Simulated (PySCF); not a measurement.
**Chlorine: the same states on changed settings**

These states were run before on sound settings. What differs here: basis STO-3G, all-electron and non-relativistic, unsound on purpose. What does it move?

Program: PySCF 2.14.0. Level of theory: unrestricted determinants in a Gaussian basis, no spin-orbit coupling in the energies. These are calculated values, not measurements, unless marked.

## 1. Starting point

```
Element                                   : chlorine (Z = 17)
Basis                                     : STO-3G (3s2p, 9 functions)
Hamiltonian                               : no relativity, point nucleus
State 1                                   : Cl⁺: [Ne] 3s2 3p4, high-spin 3P determinant
State 2                                   : Cl²⁺: [Ne] 3s2 3p3, high-spin 4S determinant
Methods                                   : UHF, LDA, r2SCAN, MP2, CCSD(T)
Core shells frozen in the correlated runs : valence: [Ne] (for Cl⁺)
```

The outer shells:

Cl+ [Ne] 3s2 3p4
```
[Ne] core
3s [↑↓]
3p [↑↓][↑ ][↑ ]
```

Cl2+ [Ne] 3s2 3p3
```
[Ne] core
3s [↑↓]
3p [↑ ][↑ ][↑ ]
```

The sound run (jorge-DZP-DKH, scalar relativity by spin-free X2C-1e, symmetry-adapted start, fine grid, valence correlation) gave:

| species | method | energy (hartree) |
| --- | --- | --- |
| Cl⁺ | UHF | -460.45108 |
| Cl⁺ | LDA | -459.56812 |
| Cl⁺ | r2SCAN | -461.05366 |
| Cl⁺ | MP2 (valence) | -460.54393 |
| Cl⁺ | CCSD(T) (valence) | -460.56407 |
| Cl²⁺ | UHF | -459.62412 |
| Cl²⁺ | LDA | -458.68865 |
| Cl²⁺ | r2SCAN | -460.18098 |
| Cl²⁺ | MP2 (valence) | -459.69850 |
| Cl²⁺ | CCSD(T) (valence) | -459.71805 |

The runs were made by one driver on top of PySCF. The scripts below sum up each run's settings (the driver also hands on starting orbitals that pick excited configurations, and frozen orbitals as a list rather than a count), and the logs come from the driver's own runs. The driver starts from symmetry-adapted Hartree-Fock orbitals, holds the occupation by maximum overlap and uses a logarithmic radial grid for functionals, so a plain start would take other cycles.

It was started by

```console
OMP_NUM_THREADS=1 python atomrun2.py TASK.json OUT
```

The integrals over 9 functions and the set-up took 0.01 s of CPU time.

## 2. Changed run, Cl⁺, method by method

**UHF**

Contents of input.py:

```python
from pyscf import gto, scf, dft, mp, cc
import basis_set_exchange as bse
mol = gto.M(atom="Cl 0 0 0", charge=1, spin=2, symmetry="D2h",
            basis=gto.basis.parse(bse.get_basis("STO-3G", elements=["Cl"], fmt="nwchem", header=False)))
mf = scf.UHF(mol)
mf.irrep_nelec = {'Ag': (3, 3), 'B1u': (2, 1), 'B2u': (2, 2), 'B3u': (2, 1)}
mf.kernel()
```

What it wrote:

```text
damping factor = 0
level_shift factor = 0
DIIS = <class 'pyscf.scf.diis.CDIIS'>
diis_start_cycle = 1
diis_space = 10
diis_damp = 0
SCF conv_tol = 1e-09
SCF conv_tol_grad = None
number electrons alpha = 9  beta = 7
cycle= 1 E= -454.129702584613  delta_E= -5.68e-13  |g|= 1.38e-07  |ddm|= 3.39e-07
converged SCF energy = -454.129702584613  <S^2> = 2  2S+1 = 3
```

It took 0.02 s on 1 thread of Neoverse-V2, shared host, the integrals not counted.

Orbital energies by shell (radii are means over both spins):

```csv
shell,electrons,mean orbital energy (eV),spread (eV),rms radius (bohr)
1s α,1,-2843.1,0,0.107
1s β,1,-2842.7,0,0.107
2s α,1,-302.61,0,0.467
2s β,1,-302.03,0,0.467
2p α,3,-233.14,0.690,0.450
2p β,3,-232.21,0.352,0.450
3s α,1,-42.678,0,1.81
3s β,1,-35.991,0,1.81
3p α,3,-27.185,1.837,1.82
3p β,1,-24.124,0,1.82
```

⟨S²⟩ = 2.000, ⟨L²⟩ = 2.00.

**LDA**

input.py differs from the last one in:

```diff
@@ -4,3 +4,3 @@
             basis=gto.basis.parse(bse.get_basis("STO-3G", elements=["Cl"], fmt="nwchem", header=False)))
-mf = scf.UHF(mol)
+mf = dft.UKS(mol, xc="LDA,VWN")
 mf.irrep_nelec = {'Ag': (3, 3), 'B1u': (2, 1), 'B2u': (2, 2), 'B3u': (2, 1)}
```

What it wrote:

```text
damping factor = 0
level_shift factor = 0
DIIS = <class 'pyscf.scf.diis.CDIIS'>
diis_start_cycle = 1
diis_space = 10
diis_damp = 0
SCF conv_tol = 1e-09
SCF conv_tol_grad = None
number electrons alpha = 9  beta = 7
XC functionals = LDA,VWN
    P. A. M. Dirac.,  Math. Proc. Cambridge Philos. Soc. 26, 376 (1930)
    F. Bloch.,  Z. Phys. 57, 545 (1929)
    S. H. Vosko, L. Wilk, and M. Nusair.,  Can. J. Phys. 58, 1200 (1980)
cycle= 1 E= -453.112608225373  delta_E= -0.000613  |g|= 0.00116  |ddm|= 0.0146
cycle= 2 E= -453.112608418587  delta_E= -1.93e-07  |g|= 2.09e-05  |ddm|= 0.00026
cycle= 3 E= -453.11260841865  delta_E= -6.32e-11  |g|= 1.28e-10  |ddm|= 4.62e-06
converged SCF energy = -453.11260841865  <S^2> = 2  2S+1 = 3
```

It took 0.02 s on 1 thread of Neoverse-V2, shared host, the integrals not counted.

**r2SCAN**

input.py differs from the last one in:

```diff
@@ -4,3 +4,3 @@
             basis=gto.basis.parse(bse.get_basis("STO-3G", elements=["Cl"], fmt="nwchem", header=False)))
-mf = dft.UKS(mol, xc="LDA,VWN")
+mf = dft.UKS(mol, xc="R2SCAN")
 mf.irrep_nelec = {'Ag': (3, 3), 'B1u': (2, 1), 'B2u': (2, 2), 'B3u': (2, 1)}
```

What it wrote:

```text
damping factor = 0
level_shift factor = 0
DIIS = <class 'pyscf.scf.diis.CDIIS'>
diis_start_cycle = 1
diis_space = 10
diis_damp = 0
SCF conv_tol = 1e-09
SCF conv_tol_grad = None
number electrons alpha = 9  beta = 7
XC functionals = R2SCAN
    J. W. Furness, A. D. Kaplan, J. Ning, J. P. Perdew, and J. Sun.,  J. Phys. Chem. Lett. 11, 8208-8215 (2020)
    J. W. Furness, A. D. Kaplan, J. Ning, J. P. Perdew, and J. Sun.,  J. Phys. Chem. Lett. 11, 9248-9248 (2020)
    J. W. Furness, A. D. Kaplan, J. Ning, J. P. Perdew, and J. Sun.,  J. Phys. Chem. Lett. 11, 8208-8215 (2020)
    J. W. Furness, A. D. Kaplan, J. Ning, J. P. Perdew, and J. Sun.,  J. Phys. Chem. Lett. 11, 9248-9248 (2020)
cycle= 1 E= -454.650994918464  delta_E= -0.000193  |g|= 0.000452  |ddm|= 0.0081
cycle= 2 E= -454.650994947443  delta_E= -2.9e-08  |g|= 5.61e-06  |ddm|= 9.92e-05
cycle= 3 E= -454.650994947447  delta_E= -4.21e-12  |g|= 1.08e-11  |ddm|= 1.22e-06
converged SCF energy = -454.650994947447  <S^2> = 2  2S+1 = 3
```

It took 0.06 s on 1 thread of Neoverse-V2, shared host, the integrals not counted.

**MP2 (valence)**

input.py differs from the last one in:

```diff
@@ -4,4 +4,5 @@
             basis=gto.basis.parse(bse.get_basis("STO-3G", elements=["Cl"], fmt="nwchem", header=False)))
-mf = dft.UKS(mol, xc="R2SCAN")
+mf = scf.UHF(mol)
 mf.irrep_nelec = {'Ag': (3, 3), 'B1u': (2, 1), 'B2u': (2, 2), 'B3u': (2, 1)}
 mf.kernel()
+mp.UMP2(mf, frozen=5).kernel()
```

No log was kept for this step.

It took 0.01 s on 1 thread of Neoverse-V2, shared host, the integrals not counted.

With 6 electrons correlated, the MP2 correlation energy is 0.00000 hartree (0.00000 same spin, 0.00000 opposite spin); the SCS form gives 0.00000. Largest pairs of shells: 3s-3s 0.0000, 3s-3p 0.0000, 3p-3p 0.0000.

**CCSD(T) (valence)**

No log was kept for this step.

This run broke off and gave no energy.

## 3. Changed run, Cl²⁺

**UHF**

Contents of input.py:

```python
from pyscf import gto, scf, dft, mp, cc
import basis_set_exchange as bse
mol = gto.M(atom="Cl 0 0 0", charge=2, spin=3, symmetry="D2h",
            basis=gto.basis.parse(bse.get_basis("STO-3G", elements=["Cl"], fmt="nwchem", header=False)))
mf = scf.UHF(mol)
mf.irrep_nelec = {'Ag': (3, 3), 'B1u': (2, 1), 'B2u': (2, 1), 'B3u': (2, 1)}
mf.kernel()
```

What it wrote:

```text
damping factor = 0
level_shift factor = 0
DIIS = <class 'pyscf.scf.diis.CDIIS'>
diis_start_cycle = 1
diis_space = 10
diis_damp = 0
SCF conv_tol = 1e-09
SCF conv_tol_grad = None
number electrons alpha = 9  beta = 6
cycle= 1 E= -453.243254620881  delta_E= -2.11e-11  |g|= 8.87e-07  |ddm|= 2.35e-06
converged SCF energy = -453.243254620881  <S^2> = 3.75  2S+1 = 4
```

Time after the integrals: 0.02 s (1 thread of Neoverse-V2, shared host).

The occupied shells:

| shell | electrons | mean orbital energy (eV) | spread (eV) | rms radius (bohr) |
| --- | --- | --- | --- | --- |
| 1s α | 1 | -2863.2 | 0 | 0.107 |
| 1s β | 1 | -2862.6 | 0 | 0.107 |
| 2s α | 1 | -321.48 | 0 | 0.466 |
| 2s β | 1 | -320.64 | 0 | 0.466 |
| 2p α | 3 | -252.09 | 0 | 0.449 |
| 2p β | 3 | -250.73 | 0 | 0.449 |
| 3s α | 1 | -57.108 | 0 | 1.81 |
| 3s β | 1 | -47.071 | 0 | 1.81 |
| 3p α | 3 | -41.611 | 0 | 1.82 |

⟨S²⟩ = 3.750, ⟨L²⟩ = 0.00.

**LDA**

input.py differs from the last one in:

```diff
@@ -4,3 +4,3 @@
             basis=gto.basis.parse(bse.get_basis("STO-3G", elements=["Cl"], fmt="nwchem", header=False)))
-mf = scf.UHF(mol)
+mf = dft.UKS(mol, xc="LDA,VWN")
 mf.irrep_nelec = {'Ag': (3, 3), 'B1u': (2, 1), 'B2u': (2, 1), 'B3u': (2, 1)}
```

What it wrote:

```text
damping factor = 0
level_shift factor = 0
DIIS = <class 'pyscf.scf.diis.CDIIS'>
diis_start_cycle = 1
diis_space = 10
diis_damp = 0
SCF conv_tol = 1e-09
SCF conv_tol_grad = None
number electrons alpha = 9  beta = 6
XC functionals = LDA,VWN
    P. A. M. Dirac.,  Math. Proc. Cambridge Philos. Soc. 26, 376 (1930)
    F. Bloch.,  Z. Phys. 57, 545 (1929)
    S. H. Vosko, L. Wilk, and M. Nusair.,  Can. J. Phys. 58, 1200 (1980)
cycle= 1 E= -452.170934675418  delta_E= -0.000822  |g|= 0.00192  |ddm|= 0.0167
cycle= 2 E= -452.170935185372  delta_E= -5.1e-07  |g|= 4.86e-05  |ddm|= 0.000417
cycle= 3 E= -452.170935185701  delta_E= -3.29e-10  |g|= 5.37e-10  |ddm|= 1.03e-05
converged SCF energy = -452.170935185701  <S^2> = 3.75  2S+1 = 4
```

Time after the integrals: 0.02 s (1 thread of Neoverse-V2, shared host).

**r2SCAN**

input.py differs from the last one in:

```diff
@@ -4,3 +4,3 @@
             basis=gto.basis.parse(bse.get_basis("STO-3G", elements=["Cl"], fmt="nwchem", header=False)))
-mf = dft.UKS(mol, xc="LDA,VWN")
+mf = dft.UKS(mol, xc="R2SCAN")
 mf.irrep_nelec = {'Ag': (3, 3), 'B1u': (2, 1), 'B2u': (2, 1), 'B3u': (2, 1)}
```

What it wrote:

```text
damping factor = 0
level_shift factor = 0
DIIS = <class 'pyscf.scf.diis.CDIIS'>
diis_start_cycle = 1
diis_space = 10
diis_damp = 0
SCF conv_tol = 1e-09
SCF conv_tol_grad = None
number electrons alpha = 9  beta = 6
XC functionals = R2SCAN
    J. W. Furness, A. D. Kaplan, J. Ning, J. P. Perdew, and J. Sun.,  J. Phys. Chem. Lett. 11, 8208-8215 (2020)
    J. W. Furness, A. D. Kaplan, J. Ning, J. P. Perdew, and J. Sun.,  J. Phys. Chem. Lett. 11, 9248-9248 (2020)
    J. W. Furness, A. D. Kaplan, J. Ning, J. P. Perdew, and J. Sun.,  J. Phys. Chem. Lett. 11, 8208-8215 (2020)
    J. W. Furness, A. D. Kaplan, J. Ning, J. P. Perdew, and J. Sun.,  J. Phys. Chem. Lett. 11, 9248-9248 (2020)
cycle= 1 E= -453.714589805769  delta_E= -0.000282  |g|= 0.000856  |ddm|= 0.00967
cycle= 2 E= -453.714589906026  delta_E= -1e-07  |g|= 1.63e-05  |ddm|= 0.000182
cycle= 3 E= -453.714589906063  delta_E= -3.68e-11  |g|= 6.47e-11  |ddm|= 3.42e-06
converged SCF energy = -453.714589906063  <S^2> = 3.75  2S+1 = 4
```

Time after the integrals: 0.06 s (1 thread of Neoverse-V2, shared host).

**MP2 (valence)**

input.py differs from the last one in:

```diff
@@ -4,4 +4,5 @@
             basis=gto.basis.parse(bse.get_basis("STO-3G", elements=["Cl"], fmt="nwchem", header=False)))
-mf = dft.UKS(mol, xc="R2SCAN")
+mf = scf.UHF(mol)
 mf.irrep_nelec = {'Ag': (3, 3), 'B1u': (2, 1), 'B2u': (2, 1), 'B3u': (2, 1)}
 mf.kernel()
+mp.UMP2(mf, frozen=5).kernel()
```

No log was kept for this step.

Time after the integrals: 0.01 s (1 thread of Neoverse-V2, shared host).

With 5 electrons correlated, the MP2 correlation energy is 0.00000 hartree (0.00000 same spin, 0.00000 opposite spin); the SCS form gives 0.00000. Largest pairs of shells: 3s-3s 0.0000, 3s-3p 0.0000, 3p-3p 0.0000.

**CCSD(T) (valence)**

The driver printed no log here.

This run broke off and gave no energy.

## 4. What moved

```
species         method  converged  energy less sound run (eV)
    Cl⁺            UHF        yes                   +172.0135
    Cl⁺            LDA        yes                   +175.6635
    Cl⁺         r2SCAN        yes                   +174.2254
    Cl⁺  MP2 (valence)        yes                   +174.5401
   Cl²⁺            UHF        yes                   +173.6322
   Cl²⁺            LDA        yes                   +177.3560
   Cl²⁺         r2SCAN        yes                   +175.9593
   Cl²⁺  MP2 (valence)        yes                   +175.6562
```

Ionisation energy of Cl⁺:

| method | sound run (eV) | changed run (eV) | shift (eV) |
| --- | --- | --- | --- |
| UHF | 22.503 | 24.121 | +1.619 |
| LDA | 23.932 | 25.624 | +1.693 |
| r2SCAN | 23.747 | 25.481 | +1.734 |
| MP2 | 23.005 | 24.121 | +1.116 |
| SCS-MP2 | 23.040 | 24.121 | +1.082 |

Not in this table, because a run did not converge or left the intended configuration: CCSD(T).

## 5. What came out

| quantity | value |
| --- | --- |
| change | basis STO-3G, all-electron and non-relativistic |
| runs converged | 8 of 10 |
| largest shift of a converged total energy | 177 eV |
| largest shift of the ionisation energy among the methods in its table | +1.734 eV (r2SCAN) |

In words: The ionisation energy moves by up to 1.73 eV, at r2SCAN. A minimal basis describes the outer orbitals poorly and treats the two species unevenly. The Hamiltonian changed with the basis, so the totals do not compare. The setting is unsound on purpose, so these numbers are no properties of the atom.
